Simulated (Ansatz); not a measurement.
**In3Pt2 (P-3m1): frozen displacement of one atom in Python**

Aim: a frozen displacement of one atom, for In3Pt2 (P-3m1), run from a script.

All numbers are computed with Ansatz 0.2.0, driven from Python. Level of theory: DFT LDA, plane waves, PAW.

### 1 The system

Symmetry: P-3m1, No. 164, trigonal system. The conventional cell has a = 4.572 Å, b = 4.572 Å, c = 5.576 Å, α = 90.00°, β = 90.00°, γ = 120.00°. In (site symmetry -3m) has 6 Pt at 2.79 Å as nearest neighbours. Around In (site symmetry 3m) lie 5 Pt at 2.72 to 2.86 Å. Around Pt (site symmetry 3m) lie 8 In at 2.72 to 2.86 Å.

No structure file is read: the coordinates are typed or built in the script.

### 2 Script

push.py

```python
'''Energy and force of In3Pt2 as one atom is pushed off its site.'''

import warnings

import ansatz as az
import numpy as np
from pymatgen.core import Lattice, Structure
from pymatgen.io.ase import AseAtomsAdaptor


def main() -> None:
    warnings.simplefilter('ignore', az.DeckWarning)

    pmg_structure = Structure(
        Lattice([[4.57226, 0.0, 0.0], [-2.28613, 3.95969, 0.0], [0.0, 0.0, 5.57638]]),
        ['In', 'In', 'In', 'Pt', 'Pt'],
        [
            [0.0, 0.0, 0.0],
            [2 / 3, 1 / 3, 0.34967],
            [1 / 3, 2 / 3, 0.65033],
            [2 / 3, 1 / 3, 0.83717],
            [1 / 3, 2 / 3, 0.16283],
        ],
    )
    in3pt2 = az.Crystal.from_ase(AseAtomsAdaptor.get_atoms(pmg_structure))

    inverse = np.linalg.inv(np.array(in3pt2.lattice.vectors))
    home = np.array(in3pt2.sites[4].position)
    values = np.linspace(-0.1, 0.1, 5)
    energies, pulls = [], []
    for shift in values:
        moved = in3pt2.move(4, to=home + shift * inverse[2])
        model = (
            moved.calculation()
            .functional('lda')
            .pseudopotentials('paw')
            .basis(18 * az.Ha)
            .kpoints(7, 7, 5)
            .occupations('cold', width=0.15)
            .forces()
        )
        data = model.run().report
        energies.append(data['free_energy_ev'])
        pulls.append(data['forces_ev_ang'][4][2])

    # the force is minus the slope of the free energy
    print('shift (A)   dE (eV)   force along z (eV/A)')
    for shift, e, f in zip(values, energies, pulls):
        print(f'{shift:8.3f} {e - energies[2]:10.5f} {f:12.4f}')
    print(f'stiffness from energies {2 * np.polyfit(values, energies, 2)[0]:.3f}, from forces {-np.polyfit(values, pulls, 1)[0]:.3f} eV/A^2')


if __name__ == '__main__':
    main()
```

### 3 The input behind the calls

The package turns the script's settings into the engine's input (first run):

```yaml
crystal:
  lattice:
    - [4.57226, 0.0, 0.0]
    - [-2.28613, 3.95969, 0.0]
    - [0.0, 0.0, 5.57638]
  atoms:
    - { symbol: In, position: [0.0, 0.0, 0.0] }
    - { symbol: In, position: [0.6666666666666666, 0.3333333333333333, 0.34967] }
    - { symbol: In, position: [0.3333333333333333, 0.6666666666666666, 0.65033] }
    - { symbol: Pt, position: [0.6666666666666666, 0.3333333333333333, 0.83717] }
    - { symbol: Pt, position: [0.3333333333333333, 0.6666666666666666, 0.14489721923541796] }
basis:
  ecutwfc: 489.804952427784
kpoints:
  mp_grid:
    grid: [7, 7, 5]
hamiltonian:
  xc: lda
  pseudopotentials:
    kind: paw
scf:
  occupations:
    method: cold
    width: 0.15
output:
  forces: true
```

### 4 Running it

Launch:

```console
python push.py
```

**Question.** How stiff is this displacement, and do energies and forces agree?

The runs gave:

| quantity | value |
| --- | --- |
| runs compared | 5 |
| range of energy | 7.84 meV/atom |
| lowest point, shift of atom 5 from run 1 (Å) | 0.100 |

The curvature of the energy gives 7.008 eV/Å² and the slope of the force 7.064 eV/Å², a positive curvature. Notes:
- Spin is left out of this run.
- The mesh is modest for a metal, so energies can be off by several to tens of meV an atom and pressures by half a GPa or more; differences at equal mesh fare better.
- In a metal a curvature from energy changes of a few meV or less hangs on mesh and smearing, in size and even in sign.
- Spin-orbit coupling, which matters for elements this heavy, is left out.
- This cell is a computed structure, which may not be the phase found in nature.
- All periodic images of the atom move with it, so the curvature is one diagonal element of the zone-centre force constants and no normal mode; a positive value doesn't exclude soft modes in which several atoms move.
